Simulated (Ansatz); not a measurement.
**CH₅AsN₂Si: how energies converge with the basis set**

Aim: see how fast density functionals converge with the basis set for CH₅AsN₂Si.

The runs use Ansatz 0.2.0, Gaussian basis; one geometry, several basis sets.

Levels to be run: PBE0-D4/def2-SVP; ωB97M-V/def2-SVP; PBE0-D4/def2-QZVPP; ωB97M-V/def2-QZVPP; the functionals' def2-TZVPP values are taken from earlier runs.

## (1) The relaxed structure

The geometry comes from an earlier relaxation with PBE0-D4 in a triple-zeta def2 set; it is a stationary point, not always the lowest conformer.

SMILES `N=C1[SiH2]N[AsH]1`, 10 atoms, charge 0, spin multiplicity 1.

Atoms are counted from 1 here; the program's logs count them from 0.

Bond lengths: N1–C2 1.253 Å, N1–H6 1.022 Å, C2–Si3 1.900 Å, C2–As5 2.036 Å, Si3–N4 1.717 Å, Si3–H7 1.489 Å, Si3–H8 1.491 Å, N4–As5 1.864 Å, N4–H9 1.004 Å, As5–H10 1.543 Å. Angles: C2–N1–H6 113.9°, N1–C2–Si3 134.2°, N1–C2–As5 134.3°, Si3–C2–As5 91.4°, C2–Si3–N4 85.8°, C2–Si3–H7 117.8°, C2–Si3–H8 112.5°, N4–Si3–H7 115.7°, N4–Si3–H8 116.3°, H7–Si3–H8 107.8°, Si3–N4–As5 103.8°, Si3–N4–H9 133.6°, As5–N4–H9 122.5°, C2–As5–N4 78.3°, C2–As5–H10 91.8°, N4–As5–H10 99.5°.

## (2) PBE0-D4 in def2-SVP

Contents of in.yaml:

```yaml
crystal:
  periodic: [false, false, false]
  atoms:
    - {symbol: N, position_ang: [-2.053830, 0.238138, 0.854449]}
    - {symbol: C, position_ang: [-0.939187, -0.010555, 0.340168]}
    - {symbol: Si, position_ang: [0.453381, 1.059819, -0.383708]}
    - {symbol: N, position_ang: [1.161350, -0.422236, -0.885456]}
    - {symbol: As, position_ang: [0.068647, -1.720117, -0.113737]}
    - {symbol: H, position_ang: [-2.573583, -0.594946, 1.138231]}
    - {symbol: H, position_ang: [0.103509, 2.009695, -1.475843]}
    - {symbol: H, position_ang: [1.191047, 1.822606, 0.663854]}
    - {symbol: H, position_ang: [1.973255, -0.653323, -1.428088]}
    - {symbol: H, position_ang: [0.698610, -1.780182, 1.293028]}
basis:
  gaussian: {orbitals: def2-SVP}
hamiltonian: {xc: pbe0, dispersion: d4}
output: {orbitals: {seedname: orbitals}}
```

The run is started by

```bash
ansatz run in.yaml --threads 4 --pin off --events-out ev --progress --plain --max-ram 10444MiB
```

After this run come: ωB97M-V in def2-SVP; PBE0-D4 in def2-QZVPP; ωB97M-V in def2-QZVPP.

**Question.** What will the summary of the whole plan be? Wanted: PBE0-D4: double and triple zeta above quadruple; ωB97M-V: double and triple zeta above quadruple.

**Answer**, as computed:

| quantity | value |
| --- | --- |
| PBE0-D4: double and triple zeta above quadruple | 16.97, 1.82 eV |
| ωB97M-V: double and triple zeta above quadruple | 17.04, 1.75 eV |

What this shows: PBE0-D4 gains 15.15 eV from double to triple zeta, then 1.82 eV more. These are total energies; as a rule much of such shifts cancels in differences, which this series doesn't test. The LUMO of ωB97M-V is positive and keeps falling with the basis (1.08 to 0.41 eV): an unbound level that the basis holds in place.
